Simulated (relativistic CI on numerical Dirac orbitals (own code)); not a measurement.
# Bi XXI (Bi²⁰⁺): levels and lines

Aim: the low levels of Bi²⁰⁺, their labels and the strongest lines; further runs change one setting each.

The numbers are computed with relativistic CI on numerical Dirac orbitals (own code) version 4 (Dirac-Coulomb-Breit CI, KLI orbitals optimised for each configuration, model QED (radiative potential, 1s self-energy scaled to tabulated hydrogen-like ionisation energies)), except any that are marked as measured or tabulated.

## 1. The system

```
ion                       : Bi²⁰⁺ (Bi XXI)
nuclear charge            : 83
electrons                 : 63
isotope                   : A = 209
first configuration typed : [Kr] 4d10 4f14 5s2 5p
```

Outer shells as boxes (Hund's rule):

first configuration typed
```
[Kr] core
4d [↑↓][↑↓][↑↓][↑↓][↑↓]
4f [↑↓][↑↓][↑↓][↑↓][↑↓][↑↓][↑↓]
5s [↑↓]
5p [↑ ][  ][  ]
```

## 2. CI with the chosen configurations

The run's settings:

```ini
atom Bi  Z=83  charge=20  electrons=63
nucleus A=209  rms_radius_fm=5.5211
hamiltonian dirac-coulomb  breit=on  qed=on  c_scale=1
orbitals kli  potential=per-configuration
slater_scale 1
correlation none
mixing on
configurations
  [Kr] 4d10 4f14 5s2 5p
  [Kr] 4d10 4f14 5s 5p2
  [Kr] 4d10 4f14 5s2 5d
  [Kr] 4d10 4f14 5s 5p 5d
  [Kr] 4d10 4f13 5s2 5p2
  [Kr] 4d10 4f14 5s2 5f
  [Kr] 4d10 4f14 5s 5p 5f
  [Kr] 4d10 4f14 5s2 5g
  [Kr] 4d10 4f14 5p2 5d
  [Kr] 4d10 4f14 5s2 6s
  [Kr] 4d10 4f14 5s 5d2
  [Kr] 4d10 4f13 5s2 5p 5d
  [Kr] 4d10 4f14 5p3
  [Kr] 4d10 4f13 5p4
  [Kr] 4d10 4f14 5p 5d2
  [Kr] 4d10 4f14 5d3
  [Kr] 4d10 4f13 5p2 5d2
  [Kr] 4d10 4f14 5d2 5f
end
```

Launch:

```sh
$ python run_levels.py task.json out
```

The settings of every run stand in task.json; they run in order.

## 3. Slater integrals scaled by 0.9

Changes to the settings of step 2:

```diff
@@ -4,3 +4,3 @@
 orbitals kli  potential=per-configuration
-slater_scale 1
+slater_scale 0.9
 correlation none
```

## 4. Without the Breit term

Changes to the settings of step 3:

```diff
@@ -2,5 +2,5 @@
 nucleus A=209  rms_radius_fm=5.5211
-hamiltonian dirac-coulomb  breit=on  qed=on  c_scale=1
+hamiltonian dirac-coulomb  breit=off  qed=on  c_scale=1
 orbitals kli  potential=per-configuration
-slater_scale 0.9
+slater_scale 1
 correlation none
```

## 5. One common potential

Changes to the settings of step 4:

```diff
@@ -2,4 +2,4 @@
 nucleus A=209  rms_radius_fm=5.5211
-hamiltonian dirac-coulomb  breit=off  qed=on  c_scale=1
-orbitals kli  potential=per-configuration
+hamiltonian dirac-coulomb  breit=on  qed=on  c_scale=1
+orbitals kli  potential=mean
 slater_scale 1
```

(Steps that only read results are left out.)

**Question.** What will these runs give? Wanted: lowest level; first excitation; lowest level of the other parity; fastest E1 line; ionisation energy.

**Answer**, as computed:

| run | time | mean size of shift, levels followed (cm⁻¹) | lowest level | ionisation energy (eV) |
| --- | --- | --- | --- | --- |
| main run | 2.3 s | 0 | 5p 2P°1/2 | 533.89 |
| Slater integrals scaled by 0.9 | 2.2 s | 2048 | 5p 2P°1/2 | 533.89 |
| without the Breit term | 2 s | 3151 | 5p 2P°1/2 | 534.70 |
| one common potential | 1.4 s | 5406 | 5p 2P°1/2 | - |

The tabulated theoretical ionisation energy (NIST) is 550 eV.

| quantity | value |
| --- | --- |
| lowest level | 5p 2P°1/2 |
| first excitation | 5p 2P°3/2, 267257 cm⁻¹ |
| lowest level of the other parity | 5s 5p2 [5s 5p1/2^2] J=1/2, 385314 cm⁻¹ |
| levels in the model | 1571 |
| fastest E1 line (by rate) to the lowest level among the lowest 200 of 1571 levels | 10.96 nm, from 5d 2D3/2 |
| ionisation energy | 533.89 eV |
| ionisation energy, tabulated theoretical (NIST) | 550 eV |

What this shows: The lowest level is 5p 2P°1/2, 99 % pure in LS and 99 % in jj coupling; over the low levels the means are 63 and 95 %, so jj coupling describes them better. The ionisation energy agrees with the tabulated theoretical value within its uncertainty of 30 eV. Of the changes tried, the run «one common potential» moves the low levels most, by 5406 cm⁻¹ on average. Lifetimes count radiative decay inside the model alone.
